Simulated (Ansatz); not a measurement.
**C₂H₁₀N₃Y: basis-set convergence**

An exercise on one series of results from a longer session: the logs are not shown, and one member is left open.

Method: one geometry, several basis sets; program: Ansatz 0.2.0, Gaussian basis.

Plan: PBE0-D4/def2-SVP; ωB97M-V/def2-SVP; PBE0-D4/def2-QZVPP; ωB97M-V/def2-QZVPP; the functionals' def2-TZVPP values are taken from earlier runs.

## The geometry

An earlier PBE0-D4 in a triple-zeta def2 set relaxation fixed the geometry. Y takes the def2 core potential; no spin-orbit term is included.

16 atoms, charge 0, spin multiplicity 1.

Atoms are counted from 1 here; the program's logs count them from 0.

Bond lengths: C1–N2 1.439 Å, C1–H7 1.097 Å, C1–H8 1.103 Å, C1–H9 1.103 Å, N2–C3 1.439 Å, N2–Y4 2.150 Å, C3–H10 1.097 Å, C3–H11 1.103 Å, C3–H12 1.103 Å, Y4–N5 2.155 Å, Y4–N6 2.155 Å, N5–H13 1.013 Å, N5–H14 1.013 Å, N6–H15 1.013 Å, N6–H16 1.013 Å. Angles: N2–C1–H7 111.0°, N2–C1–H8 112.5°, N2–C1–H9 112.5°, H7–C1–H8 106.9°, H7–C1–H9 106.9°, H8–C1–H9 106.6°, C1–N2–C3 111.5°, C1–N2–Y4 124.1°, C3–N2–Y4 124.5°, N2–C3–H10 111.0°, N2–C3–H11 112.5°, N2–C3–H12 112.5°, H10–C3–H11 106.9°, H10–C3–H12 106.9°, H11–C3–H12 106.6°, N2–Y4–N5 119.9°, N2–Y4–N6 119.8°, N5–Y4–N6 120.4° and more.

Set-up of the first run:

in.yaml reads:

```yaml
crystal:
  periodic: [false, false, false]
  atoms:
    - {symbol: C, position_ang: [0.253824, -0.917958, 1.875331]}
    - {symbol: N, position_ang: [0.474690, -0.635627, 0.481776]}
    - {symbol: C, position_ang: [1.521072, -1.459537, -0.062730]}
    - {symbol: Y, position_ang: [-0.624058, 0.834307, -0.638812]}
    - {symbol: N, position_ang: [-0.177316, 1.148520, -2.723376]}
    - {symbol: N, position_ang: [-2.164155, 1.987927, 0.331184]}
    - {symbol: H, position_ang: [-0.545352, -0.285924, 2.283191]}
    - {symbol: H, position_ang: [-0.043362, -1.965288, 2.051516]}
    - {symbol: H, position_ang: [1.151671, -0.737101, 2.489752]}
    - {symbol: H, position_ang: [1.683402, -1.238496, -1.125311]}
    - {symbol: H, position_ang: [1.291407, -2.535724, 0.010339]}
    - {symbol: H, position_ang: [2.486491, -1.307616, 0.448359]}
    - {symbol: H, position_ang: [-0.626015, 1.809718, -3.346704]}
    - {symbol: H, position_ang: [0.519823, 0.670215, -3.281803]}
    - {symbol: H, position_ang: [-2.743446, 2.703990, -0.091600]}
    - {symbol: H, position_ang: [-2.458666, 1.928594, 1.298888]}
basis:
  gaussian: {orbitals: def2-SVP}
hamiltonian: {xc: pbe0, dispersion: d4}
output: {orbitals: {seedname: orbitals}}
```

Launch:

```sh
ansatz run in.yaml --threads 4 --pin off --events-out ev --progress --plain --max-ram 11315MiB
```

Among the steps run: PBE0-D4 in def2-SVP; ωB97M-V in def2-SVP; PBE0-D4 in def2-QZVPP; ωB97M-V in def2-QZVPP.

One of the session's tables, all rows but one given; the rest of the session is left out.

It belongs to the step «Functionals by basis». 

```
functional       basis  HOMO (eV)  LUMO (eV)
   PBE0-D4    def2-SVP      -5.48      -1.05
   PBE0-D4  def2-TZVPP      -5.64      -1.14
   PBE0-D4  def2-QZVPP      -5.68      -1.18
   ωB97M-V    def2-SVP      -7.75       0.24
   ωB97M-V  def2-TZVPP      -7.91       0.07
   ωB97M-V  def2-QZVPP          ?          ?
```

Q: Estimate the row for ωB97M-V, def2-QZVPP from the others.

As computed: HOMO (eV): -7.95; LUMO (eV): -0.10. In the column «HOMO (eV)» it is the lowest.
